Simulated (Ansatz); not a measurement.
**C6H18GaN3: small, medium and large basis sets**

How large a basis does C6H18GaN3 need? Two functionals are run in growing sets.

The runs use Ansatz 0.2.0, Gaussian basis; one geometry, several basis sets.

Levels to be run: PBE0-D4/def2-SVP; ωB97M-V/def2-SVP; PBE0-D4/def2-QZVPP; ωB97M-V/def2-QZVPP; the functionals' def2-TZVPP values are taken from earlier runs.

## (1) The relaxed structure

The geometry comes from an earlier relaxation with PBE0-D4 in a triple-zeta def2 set; it is a stationary point, not always the lowest conformer.

SMILES `C[N](C)[Ga]([N](C)C)[N](C)C`, 28 atoms, charge 0, spin multiplicity 1.

Atoms are counted from 1 here; the program's logs count them from 0.

Bond lengths: C1–N2 1.437 Å, C1–H11 1.102 Å, C1–H12 1.092 Å, C1–H13 1.101 Å, N2–C3 1.437 Å, N2–Ga4 1.825 Å, C3–H14 1.101 Å, C3–H15 1.102 Å, C3–H16 1.092 Å, Ga4–N5 1.825 Å, Ga4–N8 1.825 Å, N5–C6 1.437 Å, N5–C7 1.437 Å, C6–H17 1.101 Å, C6–H18 1.092 Å, C6–H19 1.102 Å, C7–H20 1.102 Å, C7–H21 1.092 Å and more. Angles: N2–C1–H11 112.1°, N2–C1–H12 111.0°, N2–C1–H13 111.6°, H11–C1–H12 107.7°, H11–C1–H13 106.9°, H12–C1–H13 107.3°, C1–N2–C3 113.2°, C1–N2–Ga4 123.4°, C3–N2–Ga4 123.4°, N2–C3–H14 111.5°, N2–C3–H15 112.1°, N2–C3–H16 111.0°, H14–C3–H15 106.9°, H14–C3–H16 107.4°, H15–C3–H16 107.7°, N2–Ga4–N5 120.0°, N2–Ga4–N8 120.0°, N5–Ga4–N8 120.0° and more.

## (2) PBE0-D4 in def2-SVP

in.yaml reads:

```yaml
crystal:
  periodic: [false, false, false]
  atoms:
    - {symbol: C, position_ang: [-1.720497, -1.948145, -1.235676]}
    - {symbol: N, position_ang: [-0.740180, -1.652946, -0.226938]}
    - {symbol: C, position_ang: [-0.399909, -2.790424, 0.582889]}
    - {symbol: Ga, position_ang: [-0.000908, 0.000175, 0.001844]}
    - {symbol: N, position_ang: [-0.917882, 1.490045, -0.518880]}
    - {symbol: C, position_ang: [-2.351593, 1.548133, -0.600228]}
    - {symbol: C, position_ang: [-0.278780, 2.722952, -0.889267]}
    - {symbol: N, position_ang: [1.656897, 0.163086, 0.748089]}
    - {symbol: C, position_ang: [2.097334, 1.338634, 1.447794]}
    - {symbol: C, position_ang: [2.653474, -0.871180, 0.694356]}
    - {symbol: H, position_ang: [-2.674832, -2.283946, -0.799660]}
    - {symbol: H, position_ang: [-1.926602, -1.069807, -1.850783]}
    - {symbol: H, position_ang: [-1.378545, -2.748550, -1.910279]}
    - {symbol: H, position_ang: [-1.284875, -3.204196, 1.091225]}
    - {symbol: H, position_ang: [0.037084, -3.607217, -0.013476]}
    - {symbol: H, position_ang: [0.322484, -2.519261, 1.355584]}
    - {symbol: H, position_ang: [-2.761346, 2.341486, 0.044315]}
    - {symbol: H, position_ang: [-2.800697, 0.605191, -0.281527]}
    - {symbol: H, position_ang: [-2.699952, 1.756735, -1.624375]}
    - {symbol: H, position_ang: [-0.568780, 3.554558, -0.227482]}
    - {symbol: H, position_ang: [0.808298, 2.628705, -0.848190]}
    - {symbol: H, position_ang: [-0.543734, 3.023827, -1.914909]}
    - {symbol: H, position_ang: [2.391422, 1.106407, 2.483327]}
    - {symbol: H, position_ang: [1.303669, 2.087163, 1.494691]}
    - {symbol: H, position_ang: [2.970646, 1.805074, 0.964574]}
    - {symbol: H, position_ang: [3.576459, -0.518868, 0.207882]}
    - {symbol: H, position_ang: [2.294553, -1.732225, 0.126807]}
    - {symbol: H, position_ang: [2.936780, -1.225428, 1.698291]}
basis:
  gaussian: {orbitals: def2-SVP}
hamiltonian: {xc: pbe0, dispersion: d4}
output: {orbitals: {seedname: orbitals}}
```

The runs that follow: ωB97M-V in def2-SVP; PBE0-D4 in def2-QZVPP; ωB97M-V in def2-QZVPP.

Q: Predict the results of all the runs planned. Wanted: PBE0-D4: double and triple zeta above quadruple; ωB97M-V: double and triple zeta above quadruple.

**Answer**, as computed:

| quantity | value |
| --- | --- |
| PBE0-D4: double and triple zeta above quadruple | 20.57, 1.83 eV |
| ωB97M-V: double and triple zeta above quadruple | 21.11, 1.78 eV |

In words: PBE0-D4 gains 18.74 eV from double to triple zeta, then 1.83 eV more. These are total energies; as a rule much of such shifts cancels in differences, which this series doesn't test. The LUMO of ωB97M-V is positive and keeps falling with the basis (2.40 to 1.43 eV): an unbound level that the basis holds in place.
